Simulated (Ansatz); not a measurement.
I need a comparison of dispersion corrections of C3H6OSi, SMILES OC1([SiH3])C=C1. Use the Ansatz DFT code, driven from Python. Level of theory (for the species named): PBE, def2-SVP basis, multiplicity 1, D3BJ dispersion.

`c3h6osi.xyz`
```text
11

O    -0.35240    1.59950    0.76460
C    -0.12770    0.43810    0.00790
Si    0.29760   -1.08740    1.06230
C     0.55060    0.47680   -1.30040
C    -0.77880    0.13010   -1.25060
H    -0.62430    2.39830    0.15790
H     1.58120   -0.81990    1.88220
H     0.63620   -2.26020    0.21270
H    -0.78180   -1.41710    2.03920
H     1.35150    0.63860   -1.85320
H    -1.68670   -0.15370   -1.70190
```

Script `c3h6osi.py`:
```python
"""Dispersion corrections for C3H6OSi."""

import warnings

import ansatz as az

BASIS_SET = "def2-SVP"

warnings.simplefilter("ignore", az.DeckWarning)

mol = az.Crystal.molecule_from_extxyz("c3h6osi.xyz")

setup = mol.calculation().basis(gaussian=BASIS_SET)
for name in ["pbe", "blyp"]:
    for correction in ("d3bj", "d4"):
        summary = setup.functional(name, dispersion=correction).run().report
        print(f"{name:8s} {correction:5s} total {summary['free_energy_ev']:.5f} eV, of which dispersion {1000 * summary['dispersion']['energy']['ev']:.2f} meV")
```

```console
$ python c3h6osi.py
pbe      d3bj  total -13113.04127 eV, of which dispersion -235.97 meV
pbe      d4    total -13113.04143 eV, of which dispersion -236.13 meV
blyp     d3bj  total -13121.60051 eV, of which dispersion -508.86 meV
blyp     d4    total -13121.61585 eV, of which dispersion -524.21 meV
```

Notes:
- Total energies depend on the basis set; only differences at equal settings carry meaning.
- The geometry is a force-field or estimated start, not a minimum of this method, and the basis set is short of its limit. D4 holds the three-body term, and d3bj doesn't.
- Timing: 11 s on 1 thread of Arm Neoverse V2, with other jobs on the host, peak memory 0.19 GiB.
